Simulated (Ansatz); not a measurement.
**CH5BOSSi: up Jacob's ladder to CCSD(T)**

One table from this session's results is given with a row withheld; the runs are named, their logs left out.

Program: Ansatz 0.2.0, Gaussian basis. Level of theory: functionals in def2-TZVPP, the program's frozen cores in correlated methods. These are calculated values, not measurements.

The runs, in order: PBE-D4, r2SCAN-D4, PBE0-D4, B3LYP-D4, ωB97X-V, ωB97M-V, B2PLYP; CCSD(T)/def2-TZVPP; MP2/def2-QZVPP; extrapolation to the limit.

## The relaxed structure

An earlier PBE0-D4 in a triple-zeta def2 set relaxation fixed the geometry.

10 atoms, charge 0, spin multiplicity 1.

Atoms are counted from 1 here; the program's logs count them from 0.

Bond lengths: S1–B2 1.796 Å, S1–H6 1.341 Å, B2–O3 1.367 Å, B2–Si5 2.014 Å, O3–C4 1.460 Å, C4–Si5 1.918 Å, C4–H7 1.092 Å, C4–H8 1.092 Å, Si5–H9 1.488 Å, Si5–H10 1.488 Å. Angles: B2–S1–H6 95.2°, S1–B2–O3 121.2°, S1–B2–Si5 146.6°, O3–B2–Si5 92.2°, B2–O3–C4 105.0°, O3–C4–Si5 93.3°, O3–C4–H7 109.1°, O3–C4–H8 109.1°, Si5–C4–H7 117.4°, Si5–C4–H8 117.4°, H7–C4–H8 109.0°, B2–Si5–C4 69.5°, B2–Si5–H9 121.2°, B2–Si5–H10 121.3°, C4–Si5–H9 115.4°, C4–Si5–H10 115.5°, H9–Si5–H10 108.8°.

The first run:

Input file in.yaml:

```yaml
crystal:
  periodic: [false, false, false]
  atoms:
    - {symbol: S, position_ang: [-2.636640, 0.859722, 0.472994]}
    - {symbol: B, position_ang: [-0.994868, 0.195252, 0.178154]}
    - {symbol: O, position_ang: [-0.775440, -1.152382, 0.122832]}
    - {symbol: C, position_ang: [0.656010, -1.293168, -0.129518]}
    - {symbol: Si, position_ang: [0.949359, 0.602265, -0.155945]}
    - {symbol: H, position_ang: [-2.257710, 2.144799, 0.422885]}
    - {symbol: H, position_ang: [0.801612, -1.836683, -1.064871]}
    - {symbol: H, position_ang: [1.108064, -1.860430, 0.686179]}
    - {symbol: H, position_ang: [1.823861, 1.128589, 0.926597]}
    - {symbol: H, position_ang: [1.408751, 1.160837, -1.456207]}
basis:
  gaussian: {orbitals: def2-TZVPP}
hamiltonian: {xc: pbe, dispersion: d4}
output: {forces: true, orbitals: {seedname: orbitals}}
```

The run is started by

```sh
$ ansatz run in.yaml --threads 4 --pin off --events-out ev --progress --plain --max-ram 10444MiB
```

Among the steps run: PBE-D4 (GGA); r2SCAN-D4 (meta-GGA); PBE0-D4 (hybrid); B3LYP-D4 (hybrid); ωB97X-V (range-separated); ωB97M-V (range-separated); B2PLYP (double hybrid); CCSD(T) in def2-TZVPP; MP2 in def2-QZVPP.

One of the session's tables, all rows but one given; the rest of the session is left out.

It belongs to the step «Atomisation energies». 

```
            method  atomisation energy (kcal/mol)
            PBE-D4                          890.7
         r2SCAN-D4                          877.6
           PBE0-D4                          874.4
          B3LYP-D4                          868.7
           ωB97X-V                          876.6
           ωB97M-V                          875.8
            B2PLYP                          859.3
     HF/def2-TZVPP                          630.1
    MP2/def2-TZVPP                          862.0
   CCSD/def2-TZVPP                          830.0
CCSD(T)/def2-TZVPP                              ?
           MP2/CBS                          885.4
       CCSD(T)/CBS                          868.6
```

Estimate the missing values for CCSD(T)/def2-TZVPP.

As computed: atomisation energy (kcal/mol): 845.3. In the column «atomisation energy (kcal/mol)» it lies between CCSD/def2-TZVPP (830.0) and B2PLYP (859.3).
